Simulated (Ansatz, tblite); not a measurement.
# SnClF3: rung by rung

An exercise on one series of results from a longer session: the logs are not shown, and one member is left open.

Program: Ansatz 0.2.0, Gaussian basis. Level of theory: as each input shows. These are calculated values, not measurements.

Plan: GFN1-xTB, GFN2-xTB, PBE-D4/def2-TZVP, r2SCAN-D4/def2-TZVP, ωB97M-V/def2-TZVP, r2SCAN0-D4/def2-TZVP, CAM-B3LYP-D4/def2-TZVP, LDA/def2-TZVP, ωB97X-V/def2-TZVP, PBE-QIDH/def2-TZVP, BLYP-D4/def2-TZVP, PBE-D4/def2-SVP, PBE0-D4/def2-SVP, CCSD(T)/def2-TZVPP, MP2/def2-TZVP, RPA/def2-TZVP.

1 further run of the same task is left out (set aside as unsound or not needed).

## The structure

The singlet was relaxed beforehand with PBE-D4/def2-SVP.

5 atoms, charge 0, spin multiplicity 1.

Bond lengths: Sn1–Cl2 2.320 Å, Sn1–F3 1.932 Å, Sn1–F4 1.932 Å, Sn1–F5 1.932 Å. Angles: Cl2–Sn1–F3 111.3°, Cl2–Sn1–F4 111.3°, Cl2–Sn1–F5 111.3°, F3–Sn1–F4 107.6°, F3–Sn1–F5 107.6°, F4–Sn1–F5 107.6°.

Sn takes a core potential in the def2 sets. No spin-orbit coupling is included.

PBE0-D4/def2-TZVP was run before; its log isn't repeated, and its numbers join the tables.

Set-up of the first run:

Tight binding, by tblite at 300 K electronic temperature and without a spin-polarisation term:

```python
tblite.interface.Calculator('GFN1-xTB', numbers, positions, charge=0, uhf=0).singlepoint()
```

Tight binding, by tblite at 300 K electronic temperature and without a spin-polarisation term:

```python
tblite.interface.Calculator('GFN2-xTB', numbers, positions, charge=0, uhf=0).singlepoint()
```

start.molden holds the orbitals of an earlier run on this state, given as this run's starting guess.

File in.yaml:

```yaml
crystal:
  periodic: [false, false, false]
  atoms:
    - {symbol: Sn, position_ang: [-0.000292, 0.000374, -0.043300]}
    - {symbol: Cl, position_ang: [0.012620, -0.019422, 2.277015]}
    - {symbol: F, position_ang: [1.796106, 0.010871, -0.754440]}
    - {symbol: F, position_ang: [-0.908117, 1.563140, -0.726259]}
    - {symbol: F, position_ang: [-0.900316, -1.554963, -0.753026]}
basis:
  gaussian: {orbitals: def2-TZVP, initial_orbitals: start.molden}
hamiltonian: {xc: pbe, dispersion: d4}
scf: {omitted_lower_state_checks: [starts]}
output: {orbitals: {seedname: orbitals}}
```

The run is started by

```console
> ansatz run in.yaml --threads 2 --pin off --events-out ev --progress --plain --max-ram 32768MiB --backend cpu
```

Among the steps run: PBE-D4/def2-TZVP; r2SCAN-D4/def2-TZVP; ωB97M-V/def2-TZVP; r2SCAN0-D4/def2-TZVP; CAM-B3LYP-D4/def2-TZVP; LDA/def2-TZVP; ωB97X-V/def2-TZVP; PBE-QIDH/def2-TZVP; BLYP-D4/def2-TZVP; PBE-D4/def2-SVP; PBE0-D4/def2-SVP; CCSD(T)/def2-TZVPP; MP2/def2-TZVP; RPA/def2-TZVP.

One table of the session follows, with a row left open; its other results are not shown here.

It belongs to the step «Binding energy». 

| method | binding an atom (eV) |
| --- | --- |
| HF/def2-TZVP | 2.128 |
| HF/def2-TZVPP | 2.128 |
| LDA/def2-TZVP | 4.004 |
| PBE-D4/def2-SVP | 3.409 |
| PBE-D4/def2-TZVP | 3.473 |
| BLYP-D4/def2-TZVP | 3.374 |
| r2SCAN-D4/def2-TZVP | 3.360 |
| PBE0-D4/def2-SVP | 3.167 |
| PBE0-D4/def2-TZVP | ? |
| r2SCAN0-D4/def2-TZVP | 3.162 |
| CAM-B3LYP-D4/def2-TZVP | 3.311 |
| ωB97X-V/def2-TZVP | 3.363 |
| ωB97M-V/def2-TZVP | 3.319 |
| PBE-QIDH/def2-TZVP | 3.236 |
| RPA/def2-TZVP | 2.897 |
| MP2/def2-TZVP | 3.408 |
| CCSD/def2-TZVPP | 3.107 |
| CCSD(T)/def2-TZVPP | 3.214 |

Estimate the missing values for PBE0-D4/def2-TZVP.

As computed: binding an atom (eV): 3.262. In the column «binding an atom (eV)» it lies between PBE-QIDH/def2-TZVP (3.236) and CAM-B3LYP-D4/def2-TZVP (3.311).

To keep in mind: Free atoms were run apart at each level; binding is atoms less cluster, divided by the number of atoms, without zero-point or spin-orbit terms.
